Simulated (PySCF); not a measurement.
# TaCl6−: NMR shieldings

Aim: compute the NMR shieldings of TaCl6− (`[Cl][Ta-]([Cl])([Cl])([Cl])([Cl])[Cl]`).

Computed with PySCF 2.14.0 and routines of our own; the level stands in each step. Atoms count from 0.

### Step 1. The starting structure

7 atoms, charge -1, multiplicity 1; geometry from: GFN2-xTB.

### Step 2. NMR shieldings: PBE0/pcSseg-1 Ta:us-x2c-TZVPall-2c, spin–orbit

Job settings and geometry (Å):

```
{"job": {"xc": "PBE0", "basis": {"default": "pcSseg-1", "Ta": "us-x2c-TZVPall-2c"}, "rel": "so", "kind": "hnmr"}, "charge": -1, "multiplicity": 1}
Ta     0.000230     0.000150     0.000010
Cl    -0.007370     0.000390     2.357180
Cl     0.030560     0.018810    -2.356860
Cl     2.357080    -0.002360     0.013860
Cl    -2.356700    -0.017070    -0.024130
Cl    -0.019610     2.357100     0.013990
Cl    -0.004190    -2.357010    -0.004050
```

Method: PBE0/pcSseg-1 Ta:us-x2c-TZVPall-2c GIAO NMR shielding, X2C with spin-orbit coupling, screened-nuclear two-electron part, Gaussian nuclei, gas phase.

On the command line:

```console
$ OMP_NUM_THREADS=1 python heavy_run.py task.json out
```

One launch serves the whole session: the jobs run in the order shown.

What it wrote:

```text
spin-free SCF
coarse grid: 46776 points
cycle   1  E = -18373.0903458907  dE = -7.147e-02  |g| = 1.226e+00  |ddm| = 2.045e+01
cycle   2  E = -18370.1088896241  dE =  2.981e+00  |g| = 4.287e+00  |ddm| = 3.585e+00
cycle   3  E = -18373.3312195458  dE = -3.222e+00  |g| = 2.301e-01  |ddm| = 2.882e+00
cycle   4  E = -18373.3347897970  dE = -3.570e-03  |g| = 1.711e-01  |ddm| = 4.706e-01
cycle   5  E = -18373.3418704653  dE = -7.081e-03  |g| = 1.985e-02  |ddm| = 2.068e-01
cycle   6  E = -18373.3419585358  dE = -8.807e-05  |g| = 4.744e-03  |ddm| = 2.499e-02
cycle   7  E = -18373.3419603616  dE = -1.826e-06  |g| = 1.570e-03  |ddm| = 4.443e-03
final grid: 86032 points
cycle   8  E = -18373.3284987854  dE = -8.435e-06  |g| = 4.106e-03  |ddm| = 5.419e-03
cycle   9  E = -18373.3284769713  dE =  2.181e-05  |g| = 1.092e-02  |ddm| = 1.313e-02
cycle  10  E = -18373.3285023486  dE = -2.538e-05  |g| = 1.908e-04  |ddm| = 9.729e-03
cycle  11  E = -18373.3285023548  dE = -6.243e-09  |g| = 8.452e-05  |ddm| = 3.078e-04
converged SCF energy = -18373.3285023548
two-component SCF
cycle   1  E = -18366.6064224105  dE = -1.837e+04  |FDS-SDF| = 2.996e+02
cycle   2  E = -18384.1327039255  dE = -1.753e+01  |FDS-SDF| = 1.287e+00
cycle   3  E = -18384.1357963395  dE = -3.092e-03  |FDS-SDF| = 5.956e-02
cycle   4  E = -18384.1357969065  dE = -5.670e-07  |FDS-SDF| = 3.748e-02
cycle   5  E = -18384.1358411974  dE = -4.429e-05  |FDS-SDF| = 1.857e-02
cycle   6  E = -18384.1359044687  dE = -6.327e-05  |FDS-SDF| = 4.015e-03
cycle   7  E = -18384.1359095728  dE = -5.104e-06  |FDS-SDF| = 8.037e-04
cycle   8  E = -18384.1359102068  dE = -6.341e-07  |FDS-SDF| = 1.808e-04
cycle   9  E = -18384.1359102285  dE = -2.168e-08  |FDS-SDF| = 3.847e-05
converged, E = -18384.1359102285

Field gradients (au) and densities at the nuclei (bohr^-3)
atom        Vxx        Vyy        Vzz        centre      nuclear mean
  0 Ta     0.0007     0.0027    -0.0034    1281000.241    1213390.500
  1 Cl    -0.5176    -0.5359     1.0535       2817.076       2817.025
  2 Cl    -0.5174    -0.5361     1.0535       2817.076       2817.025
  3 Cl    -0.5049    -0.5474     1.0523       2817.076       2817.025
  4 Cl    -0.5053    -0.5482     1.0535       2817.076       2817.025
  5 Cl    -0.5092    -0.5438     1.0530       2817.076       2817.025
  6 Cl    -0.5090    -0.5446     1.0537       2817.076       2817.025
without picture change
  0 Ta                          -0.0037                   3299434.930

Core orbital energies (eV)
atom   shell        mean    spread
  0 Ta 1s       -67286.472   0.000
  0 Ta 2s       -11593.129   0.000
  0 Ta 3s        -2670.524   0.000
  0 Ta 4s         -551.374   0.000
  0 Ta 5s          -75.776   0.000
  0 Ta 2p1/2    -11073.470   0.000
  0 Ta 2p3/2     -9806.719   0.000
  0 Ta 3p1/2     -2440.049   0.000
  0 Ta 3p3/2     -2165.661   0.000
  0 Ta 4p1/2      -456.013   0.000
  0 Ta 4p3/2      -392.645   0.000
  0 Ta 5p1/2       -47.358   0.000
  0 Ta 5p3/2       -38.502   0.000
  0 Ta 3d3/2     -1778.106   0.000
  0 Ta 3d5/2     -1718.674   0.001
  0 Ta 4d3/2      -235.946   0.000
  0 Ta 4d5/2      -224.181   0.010
  0 Ta 4f5/2       -28.085   0.005
  0 Ta 4f7/2       -26.137   0.006
  1 Cl 1s        -2773.334   0.000
  1 Cl 2s         -257.057   0.000
  1 Cl 3s          -19.010   0.000
  1 Cl 2p1/2      -194.893   0.000
  1 Cl 2p3/2      -193.215   0.057
  2 Cl 1s        -2773.334   0.000
  2 Cl 2s         -257.057   0.000
  2 Cl 3s          -19.010   0.000
  2 Cl 2p1/2      -194.893   0.000
  2 Cl 2p3/2      -193.215   0.057
  3 Cl 1s        -2773.336   0.000
  3 Cl 2s         -257.058   0.000
  3 Cl 3s          -19.012   0.000
  3 Cl 2p1/2      -194.894   0.000
  3 Cl 2p3/2      -193.217   0.057
  4 Cl 1s        -2773.333   0.000
  4 Cl 2s         -257.056   0.000
  4 Cl 3s          -19.009   0.000
  4 Cl 2p1/2      -194.892   0.000
  4 Cl 2p3/2      -193.214   0.057
  5 Cl 1s        -2773.335   0.000
  5 Cl 2s         -257.058   0.000
  5 Cl 3s          -19.011   0.000
  5 Cl 2p1/2      -194.894   0.000
  5 Cl 2p3/2      -193.216   0.057
  6 Cl 1s        -2773.333   0.000
  6 Cl 2s         -257.056   0.000
  6 Cl 3s          -19.009   0.000
  6 Cl 2p1/2      -194.892   0.000
  6 Cl 2p3/2      -193.214   0.057

vertical triplet (scalar unrestricted SCF): 3.481 eV

Shielding tensors (ppm)
atom      isotropic    diamagn.    paramagn.     s11        s22        s33       span
  0 Ta     5026.58     7642.44    -2615.85    5026.00    5026.84    5026.91       0.90
  1 Cl      431.43     1123.05     -691.62     282.46     291.11     720.73     438.27
  2 Cl      431.40     1123.05     -691.65     282.27     291.25     720.68     438.41
  3 Cl      431.29     1123.06     -691.77     276.48     296.72     720.66     444.18
  4 Cl      431.35     1123.06     -691.71     276.57     297.07     720.41     443.83
  5 Cl      431.37     1123.06     -691.68     278.48     294.93     720.71     442.23
  6 Cl      431.39     1123.05     -691.66     278.31     295.35     720.51     442.20
```

Run time: 15 min. Hardware: 1 thread of Arm Neoverse V1, shared host; peak memory 2.1 GiB.

From this job:

```
                       quantity        value
energy from spin-orbit coupling  -10.8074 Eh
```

### Step 3. NMR shieldings: PBE0/pcSseg-1 Ta:us-x2c-TZVPall-2c, spin-free

Job settings and geometry (Å):

```
{"job": {"xc": "PBE0", "basis": {"default": "pcSseg-1", "Ta": "us-x2c-TZVPall-2c"}, "rel": "sf", "kind": "hnmr"}, "charge": -1, "multiplicity": 1}
Ta     0.000230     0.000150     0.000010
Cl    -0.007370     0.000390     2.357180
Cl     0.030560     0.018810    -2.356860
Cl     2.357080    -0.002360     0.013860
Cl    -2.356700    -0.017070    -0.024130
Cl    -0.019610     2.357100     0.013990
Cl    -0.004190    -2.357010    -0.004050
```

With the program's defaults for keys left out, this is: PBE0/pcSseg-1 Ta:us-x2c-TZVPall-2c GIAO NMR shielding, spin-free X2C, Gaussian nuclei, gas phase.

What it wrote:

```text
spin-free SCF
coarse grid: 46776 points
cycle   1  E = -18373.0903458907  dE = -7.147e-02  |g| = 1.226e+00  |ddm| = 2.045e+01
cycle   2  E = -18370.1088896241  dE =  2.981e+00  |g| = 4.287e+00  |ddm| = 3.585e+00
cycle   3  E = -18373.3312195458  dE = -3.222e+00  |g| = 2.301e-01  |ddm| = 2.882e+00
cycle   4  E = -18373.3347897970  dE = -3.570e-03  |g| = 1.711e-01  |ddm| = 4.706e-01
cycle   5  E = -18373.3418704653  dE = -7.081e-03  |g| = 1.985e-02  |ddm| = 2.068e-01
cycle   6  E = -18373.3419585358  dE = -8.807e-05  |g| = 4.744e-03  |ddm| = 2.499e-02
cycle   7  E = -18373.3419603616  dE = -1.826e-06  |g| = 1.570e-03  |ddm| = 4.443e-03
final grid: 86032 points
cycle   8  E = -18373.3284987854  dE = -8.435e-06  |g| = 4.106e-03  |ddm| = 5.419e-03
cycle   9  E = -18373.3284769713  dE =  2.181e-05  |g| = 1.092e-02  |ddm| = 1.313e-02
cycle  10  E = -18373.3285023486  dE = -2.538e-05  |g| = 1.908e-04  |ddm| = 9.729e-03
cycle  11  E = -18373.3285023548  dE = -6.243e-09  |g| = 8.452e-05  |ddm| = 3.078e-04
converged SCF energy = -18373.3285023548
check of the scalar solution
cycle   1  E = -18373.3285023547  dE = -1.837e+04  |FDS-SDF| = 9.280e+00
cycle   2  E = -18373.3295159273  dE = -1.014e-03  |FDS-SDF| = 8.260e-03
cycle   3  E = -18373.3295159158  dE =  1.153e-08  |FDS-SDF| = 2.743e-04
cycle   4  E = -18373.3295158717  dE =  4.408e-08  |FDS-SDF| = 5.435e-04
cycle   5  E = -18373.3295159323  dE = -6.057e-08  |FDS-SDF| = 1.440e-05
cycle   6  E = -18373.3295159325  dE = -1.819e-10  |FDS-SDF| = 1.247e-06
converged, E = -18373.3295159325

Field gradients (au) and densities at the nuclei (bohr^-3)
atom        Vxx        Vyy        Vzz        centre      nuclear mean
  0 Ta     0.0007     0.0026    -0.0033    1275213.331    1207684.305
  1 Cl    -0.5139    -0.5321     1.0460       2817.090       2817.039
  2 Cl    -0.5137    -0.5324     1.0461       2817.090       2817.039
  3 Cl    -0.5012    -0.5437     1.0449       2817.090       2817.039
  4 Cl    -0.5015    -0.5445     1.0460       2817.090       2817.039
  5 Cl    -0.5055    -0.5401     1.0456       2817.090       2817.039
  6 Cl    -0.5053    -0.5409     1.0462       2817.090       2817.039
without picture change
  0 Ta                          -0.0037                   3299867.549

Core orbital energies (eV)
atom   shell        mean    spread
  0 Ta 1s       -67298.683   0.000
  0 Ta 2s       -11596.012   0.000
  0 Ta 3s        -2671.441   0.000
  0 Ta 4s         -551.644   0.000
  0 Ta 5s          -75.835   0.000
  0 Ta 2p       -10193.556   0.000
  0 Ta 3p        -2250.190   0.000
  0 Ta 4p         -412.122   0.000
  0 Ta 5p          -41.205   0.000
  0 Ta 3d        -1742.788   0.002
  0 Ta 4d         -228.969   0.014
  0 Ta 4f          -27.068   0.013
  1 Cl 1s        -2773.331   0.000
  1 Cl 2s         -257.055   0.000
  1 Cl 3s          -19.011   0.000
  1 Cl 2p         -193.772   0.089
  2 Cl 1s        -2773.331   0.000
  2 Cl 2s         -257.055   0.000
  2 Cl 3s          -19.011   0.000
  2 Cl 2p         -193.772   0.089
  3 Cl 1s        -2773.333   0.000
  3 Cl 2s         -257.057   0.000
  3 Cl 3s          -19.013   0.000
  3 Cl 2p         -193.774   0.089
  4 Cl 1s        -2773.331   0.000
  4 Cl 2s         -257.054   0.000
  4 Cl 3s          -19.010   0.000
  4 Cl 2p         -193.771   0.089
  5 Cl 1s        -2773.332   0.000
  5 Cl 2s         -257.056   0.000
  5 Cl 3s          -19.012   0.000
  5 Cl 2p         -193.773   0.089
  6 Cl 1s        -2773.331   0.000
  6 Cl 2s         -257.055   0.000
  6 Cl 3s          -19.010   0.000
  6 Cl 2p         -193.771   0.089

Shielding tensors (ppm)
atom      isotropic    diamagn.    paramagn.     s11        s22        s33       span
  0 Ta     1756.86     8726.19    -6969.34    1756.29    1757.10    1757.18       0.89
  1 Cl      431.41     1140.74     -709.33     279.34     288.22     726.68     447.34
  2 Cl      431.38     1140.74     -709.36     279.15     288.37     726.63     447.48
  3 Cl      431.28     1140.75     -709.47     273.23     294.00     726.61     453.39
  4 Cl      431.33     1140.75     -709.42     273.29     294.34     726.35     453.06
  5 Cl      431.36     1140.74     -709.39     275.27     292.15     726.66     451.39
  6 Cl      431.37     1140.74     -709.38     275.08     292.57     726.46     451.38
```

It took 3.7 min on 1 thread of Arm Neoverse V1, shared host; peak memory 1.5 GiB.

### Step 4. NMR shieldings: PBE0/pcSseg-1 Ta:us-x2c-TZVPall-2c in water, spin–orbit

Job settings and geometry (Å):

```
{"job": {"xc": "PBE0", "basis": {"default": "pcSseg-1", "Ta": "us-x2c-TZVPall-2c"}, "rel": "so", "solvent": "water", "kind": "hnmr"}, "charge": -1, "multiplicity": 1}
Ta     0.000230     0.000150     0.000010
Cl    -0.007370     0.000390     2.357180
Cl     0.030560     0.018810    -2.356860
Cl     2.357080    -0.002360     0.013860
Cl    -2.356700    -0.017070    -0.024130
Cl    -0.019610     2.357100     0.013990
Cl    -0.004190    -2.357010    -0.004050
```

Method: PBE0/pcSseg-1 Ta:us-x2c-TZVPall-2c GIAO NMR shielding, X2C with spin-orbit coupling, screened-nuclear two-electron part, Gaussian nuclei, IEF-PCM water.

What it wrote:

```text
spin-free SCF
coarse grid: 46776 points
cycle   1  E = -18373.1519769674  dE = -1.326e-01  |g| = 1.231e+00  |ddm| = 2.045e+01
cycle   2  E = -18370.1668938531  dE =  2.985e+00  |g| = 4.281e+00  |ddm| = 3.648e+00
cycle   3  E = -18373.4014832401  dE = -3.235e+00  |g| = 2.104e-01  |ddm| = 2.852e+00
cycle   4  E = -18373.4052014584  dE = -3.718e-03  |g| = 1.406e-01  |ddm| = 4.033e-01
cycle   5  E = -18373.4098046985  dE = -4.603e-03  |g| = 1.465e-02  |ddm| = 1.650e-01
cycle   6  E = -18373.4098512920  dE = -4.659e-05  |g| = 3.640e-03  |ddm| = 1.779e-02
cycle   7  E = -18373.4098521601  dE = -8.681e-07  |g| = 1.692e-03  |ddm| = 3.860e-03
final grid: 86032 points
cycle   8  E = -18373.3963888978  dE = -7.678e-06  |g| = 4.426e-03  |ddm| = 6.209e-03
cycle   9  E = -18373.3963640654  dE =  2.483e-05  |g| = 1.159e-02  |ddm| = 1.441e-02
cycle  10  E = -18373.3963933447  dE = -2.928e-05  |g| = 2.307e-04  |ddm| = 1.026e-02
cycle  11  E = -18373.3963933548  dE = -1.018e-08  |g| = 4.842e-05  |ddm| = 2.490e-04
cycle  12  E = -18373.3963933553  dE = -4.329e-10  |g| = 3.563e-06  |ddm| = 3.883e-05
converged SCF energy = -18373.3963933553
two-component SCF
cycle   1  E = -18366.6743107535  dE = -1.837e+04  |FDS-SDF| = 2.996e+02
cycle   2  E = -18384.2006041704  dE = -1.753e+01  |FDS-SDF| = 1.287e+00
cycle   3  E = -18384.2036998043  dE = -3.096e-03  |FDS-SDF| = 5.940e-02
cycle   4  E = -18384.2037125865  dE = -1.278e-05  |FDS-SDF| = 3.631e-02
cycle   5  E = -18384.2037572448  dE = -4.466e-05  |FDS-SDF| = 1.672e-02
cycle   6  E = -18384.2038064818  dE = -4.924e-05  |FDS-SDF| = 3.780e-03
cycle   7  E = -18384.2038111293  dE = -4.647e-06  |FDS-SDF| = 7.838e-04
cycle   8  E = -18384.2038117419  dE = -6.126e-07  |FDS-SDF| = 1.611e-04
cycle   9  E = -18384.2038117602  dE = -1.827e-08  |FDS-SDF| = 2.782e-05
converged, E = -18384.2038117602

Field gradients (au) and densities at the nuclei (bohr^-3)
atom        Vxx        Vyy        Vzz        centre      nuclear mean
  0 Ta     0.0007     0.0028    -0.0035    1281000.517    1213390.761
  1 Cl    -0.5018    -0.5202     1.0220       2817.085       2817.033
  2 Cl    -0.5015    -0.5205     1.0220       2817.085       2817.033
  3 Cl    -0.4889    -0.5320     1.0209       2817.085       2817.033
  4 Cl    -0.4892    -0.5327     1.0220       2817.085       2817.033
  5 Cl    -0.4933    -0.5283     1.0216       2817.085       2817.033
  6 Cl    -0.4931    -0.5291     1.0222       2817.085       2817.033
without picture change
  0 Ta                          -0.0038                   3299435.647

Core orbital energies (eV)
atom   shell        mean    spread
  0 Ta 1s       -67290.211   0.000
  0 Ta 2s       -11596.868   0.000
  0 Ta 3s        -2674.264   0.000
  0 Ta 4s         -555.114   0.000
  0 Ta 5s          -79.518   0.000
  0 Ta 2p1/2    -11077.209   0.000
  0 Ta 2p3/2     -9810.458   0.000
  0 Ta 3p1/2     -2443.790   0.000
  0 Ta 3p3/2     -2169.401   0.000
  0 Ta 4p1/2      -459.753   0.000
  0 Ta 4p3/2      -396.385   0.000
  0 Ta 5p1/2       -51.102   0.000
  0 Ta 5p3/2       -42.248   0.000
  0 Ta 3d3/2     -1781.846   0.000
  0 Ta 3d5/2     -1722.414   0.001
  0 Ta 4d3/2      -239.686   0.000
  0 Ta 4d5/2      -227.921   0.010
  0 Ta 4f5/2       -31.826   0.006
  0 Ta 4f7/2       -29.878   0.006
  1 Cl 1s        -2777.093   0.000
  1 Cl 2s         -260.816   0.000
  1 Cl 3s          -22.775   0.000
  1 Cl 2p1/2      -198.652   0.000
  1 Cl 2p3/2      -196.974   0.055
  2 Cl 1s        -2777.093   0.000
  2 Cl 2s         -260.816   0.000
  2 Cl 3s          -22.775   0.000
  2 Cl 2p1/2      -198.652   0.000
  2 Cl 2p3/2      -196.974   0.055
  3 Cl 1s        -2777.094   0.000
  3 Cl 2s         -260.817   0.000
  3 Cl 3s          -22.776   0.000
  3 Cl 2p1/2      -198.653   0.000
  3 Cl 2p3/2      -196.975   0.055
  4 Cl 1s        -2777.093   0.000
  4 Cl 2s         -260.815   0.000
  4 Cl 3s          -22.774   0.000
  4 Cl 2p1/2      -198.651   0.000
  4 Cl 2p3/2      -196.973   0.055
  5 Cl 1s        -2777.094   0.000
  5 Cl 2s         -260.816   0.000
  5 Cl 3s          -22.775   0.000
  5 Cl 2p1/2      -198.652   0.000
  5 Cl 2p3/2      -196.974   0.055
  6 Cl 1s        -2777.093   0.000
  6 Cl 2s         -260.815   0.000
  6 Cl 3s          -22.774   0.000
  6 Cl 2p1/2      -198.651   0.000
  6 Cl 2p3/2      -196.973   0.055

Shielding tensors (ppm)
atom      isotropic    diamagn.    paramagn.     s11        s22        s33       span
  0 Ta     5006.97     7643.00    -2636.03    5006.39    5007.22    5007.31       0.92
  1 Cl      432.12     1122.90     -690.78     284.64     293.48     718.23     433.60
  2 Cl      432.12     1122.90     -690.78     284.48     293.67     718.19     433.71
  3 Cl      431.85     1122.90     -691.05     278.36     299.08     718.11     439.75
  4 Cl      432.14     1122.90     -690.76     278.75     299.73     717.94     439.19
  5 Cl      432.01     1122.90     -690.88     280.51     297.34     718.19     437.67
  6 Cl      432.13     1122.90     -690.76     280.47     297.90     718.03     437.57
```

It took 13 min on 1 thread of Arm Neoverse V1, shared host; peak memory 2.2 GiB.

In short:

```csv
quantity,value
energy from spin-orbit coupling,-10.8074 Eh
```

### Step 5. Shieldings side by side

| run | Ta0 | Cl4 | Cl6 | Cl2 | Cl1 | Cl5 | Cl3 | time |
| --- | --- | --- | --- | --- | --- | --- | --- | --- |
| step 2, PBE0/pcSseg-1 Ta:us-x2c-TZVPall-2c, spin–orbit | 5026.6 | 431.4 | 431.4 | 431.4 | 431.4 | 431.4 | 431.3 | 15 min |
| step 3, PBE0/pcSseg-1 Ta:us-x2c-TZVPall-2c, spin-free | 1756.9 | 431.3 | 431.4 | 431.4 | 431.4 | 431.4 | 431.3 | 3.7 min |
| step 4, PBE0/pcSseg-1 Ta:us-x2c-TZVPall-2c in water, spin–orbit | 5007.0 | 432.1 | 432.1 | 432.1 | 432.1 | 432.0 | 431.8 | 13 min |

### Step 6. Summary of results

| quantity | value |
| --- | --- |
| energy from spin-orbit coupling (step 2, PBE0/pcSseg-1 Ta:us-x2c-TZVPall-2c, spin–orbit) | -10.8074 Eh |
| shieldings (step 2, PBE0/pcSseg-1 Ta:us-x2c-TZVPall-2c, spin–orbit) | Ta0 5026.6, Cl1 431.4, Cl2 431.4, Cl3 431.3, Cl4 431.4, Cl5 431.4, Cl6 431.4 ppm |
| shieldings (step 3, PBE0/pcSseg-1 Ta:us-x2c-TZVPall-2c, spin-free) | Ta0 1756.9, Cl1 431.4, Cl2 431.4, Cl3 431.3, Cl4 431.3, Cl5 431.4, Cl6 431.4 ppm |
| energy from spin-orbit coupling (step 4, PBE0/pcSseg-1 Ta:us-x2c-TZVPall-2c in water, spin–orbit) | -10.8074 Eh |
| shieldings (step 4, PBE0/pcSseg-1 Ta:us-x2c-TZVPall-2c in water, spin–orbit) | Ta0 5007.0, Cl1 432.1, Cl2 432.1, Cl3 431.8, Cl4 432.1, Cl5 432.0, Cl6 432.1 ppm |

What this shows: A contracted two-component basis is stiff near heavy nuclei, so the absolute shieldings of the heavy atoms from it are rough. A continuum can't give the shift that close solvent molecules cause at an ion. Ta0 moves most between the runs, by 3270 ppm; the labels say what changes from run to run. The geometry comes from tight binding, which is rough for metal atoms, and these values hang on it.
